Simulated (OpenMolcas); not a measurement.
# BH3O3 (boric acid): levels of theory compared

Aim: a comparison of 6 runs (HF/3-21G, B3LYP/def2-SVPD, PBE/def2-SVPD, TPSS/def2-SVPD, MP2/def2-SVPD, CCSD(T)/def2-SVPD) of BH3O3 (boric acid). 

Program for the calculation: OpenMolcas 26.06.

1 further run of the same task is left out (set aside as unsound or not needed).

## Step 1: The molecule

BH3O3: 7 atoms, total charge 0, spin state singlet. SMILES: `OB(O)O`. Geometry: relaxed at PBE0-D4/def2-TZVP. This is a higher conformer, about 20 kJ/mol above the lowest found by a separate search.

Bond lengths: O1–B2 1.367 Å, B2–O3 1.360 Å, B2–O4 1.376 Å, O1–H5 0.957 Å, O3–H6 0.959 Å, O4–H7 0.957 Å. Angles: O1–B2–O3 116.5°, O1–B2–O4 125.2°, O3–B2–O4 118.3°, B2–O1–H5 115.3°, B2–O3–H6 111.6°, B2–O4–H7 115.8°.

## Step 2: Energy and gradient at HF/3-21G (run 1)

Contents of mol.xyz:

```xyz
7

O     -1.109700     0.802600     0.321900
B     -0.012200    -0.006800     0.228700
O      0.501200    -0.469300     1.400100
O      0.600700    -0.381300    -0.945400
H     -1.457400     1.118600    -0.511500
H      1.266800    -1.028200     1.254500
H      0.210500    -0.035700    -1.748300
```

Contents of test.input:

```
>>> EXPORT MOLCAS_PRINT=2

&GATEWAY
  BasLib = $CurrDir
  Coord = mol.xyz
  Basis = 3-21G
  Group = NoSym

&SEWARD

&SCF
  Thresholds = 1e-10 1e-07 1e-07 1e-05
  PrOrbitals = 1 2

&ALASKA
```

The basis set 3-21G is read from a file made from the Basis Set Exchange's data (not shown).

The run is started by

```console
export MOLCAS_MEM=1860
pymolcas test.input > test.log
```

Standard output:

```text
--- Start Module: gateway ---
[...]
--- Stop Module: gateway /rc=_RC_ALL_IS_WELL_ ---
[...]
      Basis functions           42
[...]
--- Start Module: scf ---
[...]
       Convergence after  14 Iterations
[...]
::    Total SCF energy                               -249.7942131588
[...]
      Total spin, S                                     0.0000000000
[...]
      Total electronic charge=   32.000000
      Total            charge=   -0.000000
[...]
      Dipole Moment (debye):
      Origin of the operator (angstrom)=   -0.0039   -0.0127    0.2246
                   X=  2.1636E-02               Y=  2.5600E-01               Z= -3.9340E+00           Total=  3.9424E+00
      Quadrupole Moment (debye*angstrom):
[...]
--- Stop Module: scf /rc=_RC_ALL_IS_WELL_ ---
--- Start Module: alaska ---
[...]
 *              Molecular gradients               *
 **************************************************
  Irreducible representation: a
 ------------------------------------------------------------------------------------------
                              X                       Y                       Z
 ------------------------------------------------------------------------------------------
  O1                6.02652645343227E-03   -5.17051441391114E-03    1.00246236662569E-02
  B2                1.44287946755334E-04    1.23094047111783E-03   -1.94116221003449E-02
  O3               -7.96129558298597E-03    6.14485275572685E-03   -3.30201799415875E-03
  O4                2.26874197904525E-03   -2.20311122865269E-03    7.46883111149188E-03
  H5                1.04759601018356E-02   -7.92210932427939E-03    1.96398030973999E-03
  H6               -6.92516198757875E-03    5.67816704496726E-03   -7.65670923872908E-03
  H7               -4.02905891050431E-03    2.24177469502118E-03    1.09129142457647E-02
 ------------------------------------------------------------------------------------------
--- Stop Module: alaska /rc=_RC_ALL_IS_WELL_ ---
[...]
```

Run time: 2.1 s. Hardware: 1 thread of Arm Neoverse V1, shared host; peak memory 0.38 GiB.

## Step 3: Energy and forces at B3LYP/def2-SVPD (run 2)

Contents of run.input:

```
* BH3O3 Kohn-Sham DFT

&GATEWAY
  BasLib=$CurrDir
  Coord
  7
  angstrom
  O       -1.109700       0.802600       0.321900
  B       -0.012200      -0.006800       0.228700
  O        0.501200      -0.469300       1.400100
  O        0.600700      -0.381300      -0.945400
  H       -1.457400       1.118600      -0.511500
  H        1.266800      -1.028200       1.254500
  H        0.210500      -0.035700      -1.748300
  Basis=def2-SVPD
  Group=NoSym

&SEWARD
  GridInput
  Grid=UltraFine
  End of Grid

&SCF
  KSDFT=B3LYP
  Thresholds=1e-10 1e-07 1e-07 1e-05
  PrOrbitals=1 1

&ALASKA
```

The basis set def2-SVPD is read from a file made from the Basis Set Exchange's data (not shown).

The run is started by

```console
export MOLCAS_MEM=1860
pymolcas run.input > run.log
```

Standard output:

```text
--- Start Module: gateway ---
[...]
--- Stop Module: gateway /rc=_RC_ALL_IS_WELL_ ---
[...]
      Basis functions          113
[...]
--- Start Module: scf ---
[...]
       Convergence after  14 Iterations
[...]
::    Total KS-DFT energy                            -252.3306129634
[...]
      Total spin, S                                     0.0000000000
[...]
      Total electronic charge=   32.000000
      Total            charge=   -0.000000
[...]
      Dipole Moment (debye):
      Origin of the operator (angstrom)=   -0.0039   -0.0127    0.2246
                   X=  1.1784E-03               Y=  2.0440E-01               Z= -2.9679E+00           Total=  2.9750E+00
      Quadrupole Moment (debye*angstrom):
[...]
--- Stop Module: scf /rc=_RC_ALL_IS_WELL_ ---
[...]
--- Start Module: alaska ---
[...]
 *              Molecular gradients               *
 **************************************************
  Irreducible representation: a
 ------------------------------------------------------------------------------------------
                              X                       Y                       Z
 ------------------------------------------------------------------------------------------
  O1                1.92649305029491E-04   -1.07798361478117E-04   -4.85852220907468E-04
  B2                1.72714676873742E-05    2.05447676788428E-04   -3.24183641325637E-03
  O3                5.72410116032485E-04   -3.33549239253328E-04   -1.32928837144597E-03
  O4               -6.38247322747532E-04    5.12112288467037E-04   -5.45976432530182E-04
  H5                3.06067140433441E-03   -2.45065701370883E-03    2.55444747976785E-03
  H6               -3.48673647788189E-03    2.68959358692022E-03   -1.38705466954059E-03
  H7                2.81981507447959E-04   -5.15148937707322E-04    4.43556062802930E-03
 ------------------------------------------------------------------------------------------
--- Stop Module: alaska /rc=_RC_ALL_IS_WELL_ ---
[...]
```

Wall time 52 s (1 thread of Arm Neoverse V1, shared host); peak memory 0.68 GiB.

Runs 3 to 4 aren't shown in full; the table further down has their settings and results.

## Step 4: A single-point energy at MP2/def2-SVPD (run 5)

Contents of mol.inp:

```
* BH3O3 MP2
&gateway
baslib
$CurrDir
coord
7
angstrom
O       -1.109700       0.802600       0.321900
B       -0.012200      -0.006800       0.228700
O        0.501200      -0.469300       1.400100
O        0.600700      -0.381300      -0.945400
H       -1.457400       1.118600      -0.511500
H        1.266800      -1.028200       1.254500
H        0.210500      -0.035700      -1.748300
basis
def2-SVPD
group
NoSym
&seward
&scf
thresholds
1e-10 1e-07 1e-07 1e-05
prorbitals
1 1
&mbpt2
frozen
4
```

The basis set def2-SVPD is read from a file made from the Basis Set Exchange's data (not shown).

The run is started by

```console
export MOLCAS_MEM=1860
pymolcas mol.inp > mol.log
```

Standard output:

```text
--- Start Module: gateway ---
[...]
--- Stop Module: gateway /rc=_RC_ALL_IS_WELL_ ---
[...]
      Basis functions          113
[...]
--- Start Module: scf ---
[...]
       Convergence after  14 Iterations
[...]
::    Total SCF energy                               -251.0169980859
[...]
      Total spin, S                                     0.0000000000
[...]
      Total electronic charge=   32.000000
      Total            charge=   -0.000000
[...]
      Dipole Moment (debye):
      Origin of the operator (angstrom)=   -0.0039   -0.0127    0.2246
                   X= -4.0784E-03               Y=  2.2433E-01               Z= -3.1998E+00           Total=  3.2077E+00
      Quadrupole Moment (debye*angstrom):
[...]
--- Stop Module: scf /rc=_RC_ALL_IS_WELL_ ---
[...]
--- Start Module: mbpt2 ---
[...]
WARNING!
Default frozen orbitals as non valence orbitals is overwritten by user input.
Default values:   4
[...]
       Reference weight ( Cref**2 )         =        0.84733
::    Total MBPT2 energy                             -251.6871595534
[...]
      Total MBPT2 calculations                           0.60      0.70
--- Stop Module: mbpt2 /rc=_RC_ALL_IS_WELL_ ---
[...]
```

Run time: 15 s. Hardware: 1 thread of Arm Neoverse V1, shared host; peak memory 0.68 GiB.

## Step 5: The energy at CCSD(T)/def2-SVPD (Cholesky decomposition) (run 6)

Contents of job.inp:

```
* BH3O3 CCSD(T)
&GATEWAY
BasLib=$CurrDir
Coord
7
bohr
O     -2.09702908     1.51669419     0.60830284
B     -0.02305466    -0.01285014     0.43218036
O      0.94713073    -0.88684847     2.64580555
O      1.13515848    -0.72055257    -1.78654708
H     -2.75408685     2.11384764    -0.96659491
H      2.39390505    -1.94301640     2.37066142
H      0.39778735    -0.06746322    -3.30380818
Basis=def2-SVPD
Group=NoSym
&SEWARD
High
&SCF
Thresholds=1e-10 1e-07 1e-07 1e-05
PrOrbitals=1 2
&CHCC
Frozen=4
Threshold=1e-08
MaxIterations=80
&CHT3
Frozen=4
```

The basis set def2-SVPD is read from a file made from the Basis Set Exchange's data (not shown).

The run is started by

```console
export MOLCAS_MEM=1860
pymolcas job.inp > job.log
```

Standard output:

```text
--- Start Module: gateway ---
[...]
--- Stop Module: gateway /rc=_RC_ALL_IS_WELL_ ---
[...]
      Basis functions          113
[...]
       Convergence after  15 Iterations
[...]
::    Total SCF energy                               -251.0169980663
[...]
      Total spin, S                                     0.0000000000
[...]
      Total electronic charge=   32.000000
      Total            charge=   -0.000000
[...]
      Dipole Moment (debye):
      Origin of the operator (angstrom)=   -0.0039   -0.0127    0.2246
                   X= -4.0784E-03               Y=  2.2433E-01               Z= -3.1998E+00           Total=  3.2077E+00
      Quadrupole Moment (debye*angstrom):
[...]
--- Start Module: chcc ---
[...]
--- Stop Module: chcc /rc=_RC_ALL_IS_WELL_ ---
[...]
--- Start Module: cht3 ---
[...]
--- Stop Module: cht3 /rc=_RC_ALL_IS_WELL_ ---
[...]
```

It took 12 min on 1 thread of Arm Neoverse V1, shared host; peak memory 0.27 GiB.

## Step 6: All runs side by side

```
run                                       level  integration grid      task  energy (Eh)  dipole moment (D) of the reference  HOMO energy (eV)  LUMO energy (eV)  wall time
  1                                    HF/3-21G                 –  gradient  -249.794213                                3.94            -13.04              5.95      2.1 s
  2                             B3LYP/def2-SVPD         UltraFine  gradient  -252.330613                                2.97             -9.06             -0.79       52 s
  3                               PBE/def2-SVPD         UltraFine  gradient  -252.047224                                2.87             -7.61             -1.16       55 s
  4                              TPSS/def2-SVPD         UltraFine  gradient  -252.344317                                2.87             -7.68             -0.97       75 s
  5                               MP2/def2-SVPD                 –    energy  -251.687160                                3.21            -13.77              1.32       15 s
  6  CCSD(T)/def2-SVPD (Cholesky decomposition)                 –    energy  -251.721354                                3.21            -13.77              1.32     12 min
```

## Step 7: Outcome

| quantity | value |
| --- | --- |
| run 6: total energy | -251.72135 Eh |
| run 6: dipole moment (mean-field density) | 3.21 D |
| run 6: HOMO energy (Hartree–Fock orbitals) | -13.77 eV |
| run 6: LUMO energy (Hartree–Fock orbitals) | 1.32 eV |
| run 6: HOMO–LUMO gap (Hartree–Fock orbitals) | 15.09 eV |
| run 6: correlation energy (4 core orbitals frozen) | -704.4 mEh |
| run 6: (T) correction | -18.54 mEh |

Over runs 1, 2, 3, 4 the dipole moment (its size) runs from 2.87 D (PBE/def2-SVPD) to 3.94 D (HF/3-21G). The two ends differ in method and basis. Over runs 1, 2, 3, 4 the HOMO–LUMO gap runs from 6.45 eV (PBE/def2-SVPD) to 18.98 eV (HF/3-21G). Totals of different functionals can't be ranked against each other. All runs together took 16 min, the longest 12 min.
